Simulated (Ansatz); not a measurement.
# Ge3Pd (Pm-3m) in Ansatz: further runs

The runs below take Ge3Pd through band structure, single point, with PBEsol.

All numbers are computed with Ansatz 0.2.0; they aren't measurements. Logs are shortened: lines on timing, memory, paths and dates and some standing lists are left out, and cuts for length are marked.

## 1. Starting point

The structure is cubic, space group Pm-3m (No. 221). The conventional cell has a = 4.142 Å, b = 4.142 Å, c = 4.142 Å, α = 90.00°, β = 90.00°, γ = 90.00°. Pd (site symmetry m-3m) is surrounded by 12 Ge at 2.93 Å. Around Ge (site symmetry 4/mmm) lie 4 Pd at 2.93 Å and 8 Ge at 2.93 Å.

The cell comes from a database or a generator and needn't be the stable form of this composition.

## 2. Band structure, PBEsol

Input file input.yaml:

```yaml
crystal:
  lattice:
    - [4.142023, 0.0, 0.0]
    - [0.0, 4.142023, 0.0]
    - [0.0, 0.0, 4.142023]
  atoms:
    - { symbol: Pd, position: [0.0, 0.0, 0.0] }
    - { symbol: Ge, position: [0.5, 0.5, 0.0] }
    - { symbol: Ge, position: [0.5, 0.0, 0.5] }
    - { symbol: Ge, position: [0.0, 0.5, 0.5] }
kpoints:
  mp_grid: { grid: [7, 7, 7] }
  band_path:
    path:
      - [0.0, 0.0, 0.0]
      - [0.0, 0.5, 0.0]
      - [0.5, 0.5, 0.0]
      - [0.0, 0.0, 0.0]
      - [0.5, 0.5, 0.5]
      - [0.0, 0.5, 0.0]
    npoints: 6
scf:
  occupations: { method: fermi_dirac, width: 0.05 }
hamiltonian:
  xc: pbesol
  pseudopotentials: { kind: all_electron, lapw: { basis_error: 0.002 } }
output:
  forces: true
  stress: true
  eigenvalues: true
```

Potentials or basis: all-electron LAPW, scalar-relativistic.

On the command line:

```sh
> ansatz run input.yaml --threads 2 --pin off --max-ram 8192MiB --backend cpu --events-out ev --progress --plain --runs-dir out
```

Output:

```text
Warning: RAYON_NUM_THREADS=2 ignored (pool sized by the plan → 2); use --threads N
LAPW: plane waves up to 7.230 Å⁻¹, error target 2.0e-3 eV per atom; small_component_spin mean_spin; Ge in spheres of 1.416 Å, 22 of its electrons in bands, Dirac shells []; Pd in spheres of 1.513 Å, 18 of its electrons in bands, Dirac shells [] (how accurate: hamiltonian.pseudopotentials.lapw.basis_error, Limitations)
Engine: ansatz 0.2.0, aarch64-unknown-linux-gnu
Pseudopotentials: kind: all_electron
Pseudopotential: Pd, LAPW, valence charge 18, lapw/all_electron/scalar/gaussian/Pd, Koelling and Harmon's equation, gaussian nucleus
Pseudopotential: Ge, LAPW, valence charge 22, lapw/all_electron/scalar/gaussian/Ge, Koelling and Harmon's equation, gaussian nucleus
Functional definition: PBEsol
  exchange = pbesol_x
  correlation = pbesol_c
Crystal: 4 atoms, lattice volume = 71.062 Å³
Basis set: ecut = 199.18593742558573 eV, 461 PW (Γ), exchange–correlation at level 2
Bands: 51, of which v1, the nominal top of the filled ones, is band 42 counted from 1 (41 counted from 0)
Symmetry: 48 space group operations
Space group: Pm-3m (ITA 221), of the structure as read, at distance tolerance 4.1e-5 Å
k-points: 20 of 343
Non-local potential: Pd, projectors of the file, none
Non-local potential: Ge, projectors of the file, none
Initial density: superposition of atomic densities (chi_scale 0.1, normalization cell, long waves kept (reshape's long-wave potential 0.00 eV rms))
Initial wavefunctions: plane waves of lowest kinetic energy (no species holds an atomic orbital)
Functional: x = pbesol(κ = 0.804, μ = 0.12345679012345678), c = pbesol(β = 0.046)
iter 1 solved again at ethr=9.34e-3 eV; its pass at ethr=1.00e-1 eV (dr2=7.85e0 eV) is discarded
SCF iter   1: F=—  HF=-308467.994306 eV  |F-HF|=—  |Δ(HF+E_count)|=         —  Δρ=6.67e-2  dr2=7.85e0  ethr=9.34e-3  ⟨swp⟩=2.0  Hψ=6481  notcnv=0
preconditioner: auto → Kerker (q_TF=auto, 2.805 Å⁻¹)  [metal: Δε(μ)=0.019 eV  Ē_g=20.748 eV  σ=0.050 eV  W_gap=0.09  n_scr=26 (ndim 8)  ℏωp=31.8 eV  f_vac=0.000  D(μ)=5.15/eV (n_scr^D=56)]
SCF iter   2: F=—  HF=-308472.729053 eV  |F-HF|=—  |Δ(HF+E_count)|=    4.73e0  Δρ=4.45e-2  dr2=3.22e0  ethr=9.34e-3  ⟨swp⟩=3.0  Hψ=3085  notcnv=0
SCF iter   3: F=—  HF=-308465.513865 eV  |F-HF|=—  |Δ(HF+E_count)|=    7.22e0  Δρ=1.75e-2  dr2=4.66e-1  ethr=3.83e-3  ⟨swp⟩=2.1  Hψ=3242  notcnv=0
iter 4 solved again at ethr=3.89e-5 eV; its pass at ethr=5.55e-4 eV (dr2=3.27e-2 eV) is discarded
SCF iter   4: F=—  HF=-308464.830959 eV  |F-HF|=—  |Δ(HF+E_count)|=   6.83e-1  Δρ=4.61e-3  dr2=3.27e-2  ethr=3.89e-5  ⟨swp⟩=2.0  Hψ=5347  notcnv=0
SCF iter   5: F=—  HF=-308464.827018 eV  |F-HF|=—  |Δ(HF+E_count)|=   3.94e-3  Δρ=2.99e-3  dr2=1.66e-2  ethr=3.89e-5  ⟨swp⟩=2.0  Hψ=3069  notcnv=0
SCF iter   6: F=—  HF=-308464.826080 eV  |F-HF|=—  |Δ(HF+E_count)|=   9.38e-4  Δρ=2.74e-3  dr2=1.45e-2  ethr=1.97e-5  ⟨swp⟩=2.0  Hψ=3069  notcnv=0
SCF iter   7: F=—  HF=-308464.822137 eV  |F-HF|=—  |Δ(HF+E_count)|=   3.94e-3  Δρ=1.25e-3  dr2=3.15e-3  ethr=1.73e-5  ⟨swp⟩=2.0  Hψ=3069  notcnv=0
SCF iter   8: F=—  HF=-308464.821014 eV  |F-HF|=—  |Δ(HF+E_count)|=   1.12e-3  Δρ=2.77e-4  dr2=9.15e-5  ethr=3.75e-6  ⟨swp⟩=2.0  Hψ=3069  notcnv=0
SCF iter   9: F=—  HF=-308464.821069 eV  |F-HF|=—  |Δ(HF+E_count)|=   5.57e-5  Δρ=2.83e-4  dr2=1.56e-4  ethr=1.09e-7  ⟨swp⟩=2.0  Hψ=3071  notcnv=0
SCF iter  10: F=—  HF=-308464.821012 eV  |F-HF|=—  |Δ(HF+E_count)|=   5.76e-5  Δρ=1.07e-4  dr2=2.05e-5  ethr=1.09e-7  ⟨swp⟩=2.0  Hψ=3069  notcnv=0
SCF iter  11: F=—  HF=-308464.821001 eV  |F-HF|=—  |Δ(HF+E_count)|=   1.07e-5  Δρ=1.37e-5  dr2=3.04e-7  ethr=2.44e-8  ⟨swp⟩=2.0  Hψ=3071  notcnv=0
SCF iter  12: F=-308464.821001 eV  HF=-308464.821001 eV  |F-HF|=7.39e-9  |Δ(HF+E_count)|=   1.37e-7  Δρ=2.82e-6  dr2=5.85e-9  ethr=3.62e-10  ⟨swp⟩=2.0  Hψ=3072  notcnv=0
SCF 1 converged in 12 iterations: F = -308464.821001 eV  dr2 = 5.85e-9
NSCF: frozen V_eff on 31 k-points
SCF converged after 12 iterations
Free energy (F): -308464.821001 eV
Harris-Foulkes:  -308464.821001 eV  (|F-HF|=7.39e-9)
Internal energy: -308464.803463 eV  (E = F + TS)
E sigma→0 (E₀):  -308464.812232 eV
Entropy (-TS):   -0.017538 eV (-4.384 meV/atom)
Fermi energy:    14.611276 eV
--- Per-component energies (eV) ---
  E_band       = -3047.153189
  E_kinetic    = 318006.455270
  E_xc         = -10238.612530
  E_electrostatic = -616232.646204  (all electrons and nuclei)
  E_smearing   = -0.017538  (= −TS)
  E_closure    = 0.000000  (closes the sum)
  E_atoms      = -308445.804879  (free atoms, spherical and without spin; not in F)
  Σ components = -308464.821001   (vs F -308464.821001, Δ=0.00e0)
  Basis errors (estimates in eV, not in F): energy 4.4e-4 per atom: plane waves 4.3e-4 (2.2e-4 summed), levels above the bands 1.9e-80, relativity 2.4e-8, radial functions 9.9e-6, core shells 4.0e-7; eigenvalues (radial functions only) 6.6e-6; not estimated: angular momenta, meshes, grids; target (lapw.basis_error) 2.0e-3; muffin-tin radii Ge 1.416 Å, Pd 1.513 Å
--- Forces (eV/Å), atoms counted from 1 ---
  atom   1  Pd    -0.00000000     0.00000000    -0.00000000
  atom   2  Ge     0.00000000    -0.00000000    -0.00000000
  atom   3  Ge     0.00000000    -0.00000000     0.00000000
  atom   4  Ge     0.00000000    -0.00000000     0.00000000
  max |Σ_I F_I| component: 8.96e-31 eV/Å
--- Stress (GPa, compression-positive) ---
       -4.691750       0.000000       0.000000
        0.000000      -4.691750      -0.000000
        0.000000      -0.000000      -4.691750
  P = ⅓ Tr σ = -4.6918 GPa (-46.918 kbar)
--- Band table (eV; the first three rows and the last of 20) ---
  k-point 0: bands = ["-148.7747", "-148.7746", "-148.7746", "-96.0914", "-96.0914", "-96.0914", "-96.0810", "-96.0810", "-96.0810", "-96.0809", "-96.0809", "-96.0809", "-69.5417", "-35.3212", "-35.3212", "-35.3212", "-10.1278", "-10.1278", "-10.1278", "-10.1170", "-10.0642", "-10.0642", "-10.0199", "-10.0199", "-10.0199", "-10.0042", "-10.0042", "-9.9648", "-9.9560", "-9.9560", "-9.9560", "1.9409", "8.6471", "8.6471", "11.1291", "11.1291", "11.1291", "11.9618", "11.9618", "11.9618", "13.0531", "13.0531", "15.4236", "17.5963", "17.5963", "17.5963", "20.2142", "20.2142", "20.2142", "23.5734", "23.5734"]
  k-point 1: bands = ["-148.7747", "-148.7746", "-148.7746", "-96.0914", "-96.0914", "-96.0914", "-96.0810", "-96.0810", "-96.0810", "-96.0809", "-96.0809", "-96.0809", "-69.5417", "-35.3215", "-35.3212", "-35.3212", "-10.1267", "-10.1199", "-10.1199", "-10.1117", "-10.0634", "-10.0595", "-10.0210", "-10.0199", "-10.0199", "-10.0085", "-10.0041", "-9.9687", "-9.9646", "-9.9646", "-9.9560", "2.1120", "7.8048", "8.7852", "10.9788", "10.9788", "11.3973", "11.9691", "12.2500", "12.2500", "12.7148", "13.4119", "16.1783", "17.4052", "17.4052", "17.5143", "19.1722", "19.6853", "19.6853", "23.5682", "23.9938"]
  k-point 2: bands = ["-148.7747", "-148.7746", "-148.7746", "-96.0914", "-96.0914", "-96.0914", "-96.0810", "-96.0810", "-96.0810", "-96.0809", "-96.0809", "-96.0809", "-69.5417", "-35.3221", "-35.3212", "-35.3212", "-10.1240", "-10.0977", "-10.0976", "-10.0976", "-10.0614", "-10.0473", "-10.0236", "-10.0206", "-10.0206", "-10.0202", "-10.0039", "-9.9878", "-9.9878", "-9.9793", "-9.9560", "2.6132", "6.3191", "9.1862", "10.7560", "10.7560", "11.8321", "11.9013", "11.9856", "12.9188", "12.9188", "13.9376", "16.4188", "16.4188", "17.3903", "17.4092", "18.2967", "19.7471", "19.7471", "23.5555", "23.9567"]
  k-point 19: bands = ["-148.7746", "-148.7746", "-148.7746", "-96.0924", "-96.0909", "-96.0909", "-96.0815", "-96.0815", "-96.0815", "-96.0805", "-96.0805", "-96.0805", "-69.5416", "-35.3223", "-35.3223", "-35.3223", "-10.0894", "-10.0840", "-10.0840", "-10.0750", "-10.0750", "-10.0702", "-10.0701", "-10.0209", "-10.0153", "-10.0153", "-10.0061", "-10.0061", "-9.9709", "-9.9709", "-9.9654", "5.8643", "6.4533", "6.4533", "9.2137", "10.2004", "10.3218", "10.3218", "12.3883", "12.3883", "13.0751", "13.0751", "13.1942", "14.8055", "21.2168", "21.2168", "21.6825", "22.0946", "22.0946", "26.2716", "26.6953"]
```

Run time: 13 s. Hardware: 2 threads of Arm Neoverse V2, shared host; peak memory 0.36 GiB.

What came out:

| Property | Result |
| --- | --- |
| Free energy | -308464.8210 eV |
| Pressure | -4.7 GPa |
| Band gap along the path | none (metal or under the smearing width) |

Levels at the corners of the path, in eV from the Fermi level:
```
point  band 38  band 39  band 40  band 41  band 42  band 43  band 44  band 45  band 46  band 47
    Γ    -2.65    -2.65    -2.65    -1.56    -1.56     0.81     2.99     2.99     2.99     5.60
    X    -2.61    -2.39    -0.31    -0.31    -0.02    -0.02     0.33     0.82     2.71     5.87
    M    -2.37    -2.09    -2.07    -0.15     0.09     0.96     0.96     2.45     2.45     5.09
    Γ    -2.65    -2.65    -2.65    -1.56    -1.56     0.81     2.99     2.99     2.99     5.60
    R    -4.37    -2.29    -2.29    -1.57    -1.57    -1.57    -0.36     7.45     7.45     7.54
    X    -2.61    -2.39    -0.31    -0.31    -0.02    -0.02     0.33     0.82     2.71     5.87
```

## 3. Band structure, PBEsol

input.yaml: that of step 2 with these lines changed.

```diff
@@ -25,3 +25,6 @@
   xc: pbesol
-  pseudopotentials: { kind: all_electron, lapw: { basis_error: 0.002 } }
+  pseudopotentials:
+    kind: all_electron
+    lapw: { basis_error: 0.002 }
+    relativity: none
 output:
```

Potentials or basis: all-electron LAPW, non-relativistic.

On the command line:

```sh
> ansatz run input.yaml --threads 2 --pin off --max-ram 8192MiB --backend cpu --events-out ev --progress --plain --runs-dir out
```

Output:

```text
Warning: RAYON_NUM_THREADS=2 ignored (pool sized by the plan → 2); use --threads N
LAPW: plane waves up to 7.227 Å⁻¹, error target 2.0e-3 eV per atom; Ge in spheres of 1.415 Å, 22 of its electrons in bands, Dirac shells []; Pd in spheres of 1.514 Å, 18 of its electrons in bands, Dirac shells [] (how accurate: hamiltonian.pseudopotentials.lapw.basis_error, Limitations)
[... 66 lines left out ...]
  k-point 2: bands = ["-143.1428", "-143.1426", "-143.1426", "-94.7445", "-94.7445", "-94.7444", "-94.7382", "-94.7382", "-94.7382", "-94.7381", "-94.7381", "-94.7381", "-62.6876", "-33.3094", "-33.3083", "-33.3083", "-10.8145", "-10.7897", "-10.7897", "-10.7881", "-10.7585", "-10.7452", "-10.7238", "-10.7207", "-10.7207", "-10.7165", "-10.7012", "-10.6863", "-10.6863", "-10.6818", "-10.6564", "2.9630", "6.6668", "9.5704", "10.7862", "10.7862", "11.8657", "11.9441", "12.0940", "12.9568", "12.9568", "14.2890", "16.4873", "16.4873", "17.4114", "17.6666", "18.7371", "19.8790", "19.8790", "23.5030", "24.1515"]
  k-point 19: bands = ["-143.1427", "-143.1427", "-143.1427", "-94.7455", "-94.7438", "-94.7438", "-94.7387", "-94.7387", "-94.7387", "-94.7376", "-94.7376", "-94.7376", "-62.6875", "-33.3097", "-33.3097", "-33.3097", "-10.7811", "-10.7762", "-10.7762", "-10.7702", "-10.7702", "-10.7664", "-10.7658", "-10.7169", "-10.7116", "-10.7116", "-10.7076", "-10.7076", "-10.6721", "-10.6721", "-10.6669", "6.2158", "6.8347", "6.8347", "9.3130", "10.3319", "10.4235", "10.4235", "12.3453", "12.3453", "13.1060", "13.1060", "13.2613", "15.4338", "21.3728", "21.3728", "21.8144", "22.2396", "22.2396", "26.3454", "26.7104"]
```

bands.tsv:

```text
# k_distance	band_0	band_1	band_2	band_3	band_4	band_5	band_6	band_7	band_8	band_9	band_10	band_11	band_12	band_13	band_14	band_15	band_16	band_17	band_18	band_19	band_20	band_21	band_22	band_23	band_24	band_25	band_26	band_27	band_28	band_29	band_30	band_31	band_32	band_33	band_34	band_35	band_36	band_37	band_38	band_39	band_40	band_41	band_42	band_43	band_44	band_45	band_46	band_47	band_48	band_49	band_50
[... 41 lines left out ...]
4.975914	-157.922392	-157.922330	-157.922268	-109.524119	-109.524119	-109.524078	-109.517916	-109.517845	-109.517845	-109.517802	-109.517802	-109.517778	-77.467206	-48.089802	-48.087912	-48.087912	-25.591691	-25.551125	-25.534942	-25.528047	-25.528047	-25.515959	-25.515959	-25.512548	-25.509081	-25.505844	-25.492986	-25.492986	-25.481490	-25.475196	-25.436062	-10.885144	-9.692103	-4.257233	-4.158236	-4.158236	-3.959843	-2.820456	-2.570578	-0.364259	-0.364259	-0.176680	-0.176680	0.762625	0.800267	2.531052	5.797961	5.797961	7.769716	8.547457	8.721566
```

It took 13 s on 2 threads of Arm Neoverse V2, shared host; peak memory 0.35 GiB.

Results:

```
Free energy             : -303775.6610 eV
Pressure                : -3.2 GPa
Band gap along the path : none (metal or under the smearing width)
```

Levels at the corners of the path, in eV from the Fermi level:
```
point  band 39  band 40  band 41  band 42  band 43  band 44  band 45  band 46
    Γ    -2.86    -2.86    -1.56    -1.56     1.13     2.92     2.92     2.92
    X    -2.57    -0.36    -0.36    -0.18    -0.18     0.76     0.80     2.53
    M    -2.27    -2.21    -0.01    -0.01     1.05     1.05     2.30     2.30
    Γ    -2.86    -2.86    -1.56    -1.56     1.13     2.92     2.92     2.92
    R    -2.50    -2.50    -1.72    -1.72    -1.72     0.18     7.43     7.43
    X    -2.57    -0.36    -0.36    -0.18    -0.18     0.76     0.80     2.53
```

Caveat: relativity is left out, which matters for the heavier elements.

[end of part 1 of 3]
